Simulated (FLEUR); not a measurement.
Ta3AsAu2O13:

```
Ta As Au O
1.0
     5.72385   -0.00745   -0.00403
     1.30279    6.25499    0.00561
     0.27574    1.30074    8.36754
Ta As Au O
3 1 2 13
Direct
  0.21713 0.30521 0.58431
  0.03325 0.11123 0.99855
  0.58248 0.62145 0.50482
  0.58707 0.89691 0.83049
  0.58004 0.09228 0.18613
  0.04485 0.82077 0.44682
  0.66201 0.69726 0.71088
  0.51632 0.13418 0.69625
  0.85098 0.88773 0.91932
  0.34466 0.87003 0.94651
  0.73015 0.29240 0.03095
  0.24622 0.21809 0.11075
  0.12900 0.09398 0.49104
  0.48032 0.38887 0.43499
  0.05966 0.26685 0.78594
  0.93330 0.53240 0.45645
  0.49975 0.85161 0.34971
  0.25256 0.62988 0.62473
  0.91878 0.95175 0.22636
```

The cell was built by a generator and needn't be a form met in nature.

Base run:

* Program: FLEUR MaX-R8.1 (later development tree)
* Functional: LDA
* Potentials or basis: all-electron
* Basis: FLAPW
* Kmax: 4.7 1/bohr
* k mesh: 3 × 3 × 2
* Occupations: fermi-dirac, width 0.05 eV
* Spin: no spin polarisation

Its results: band gap on the k mesh 1.25 eV, indirect (least direct gap 1.31 eV).

**Question.** The run is repeated on the same cell with these changes: functional from LDA to PBE. What comes out?

**Answer.** Band gap on the k mesh 1.32 eV, indirect (least direct gap 1.38 eV).

Caveats: the plane-wave cutoff is short for the small spheres of the light atoms, so energies, forces and moduli aren't converged; core charge leaks out of the spheres, which shifts energies; spin-orbit coupling is left out, which moves the levels of the heavy elements; an odd mesh through Γ misses points on the zone boundary, where band edges often lie (some runs).
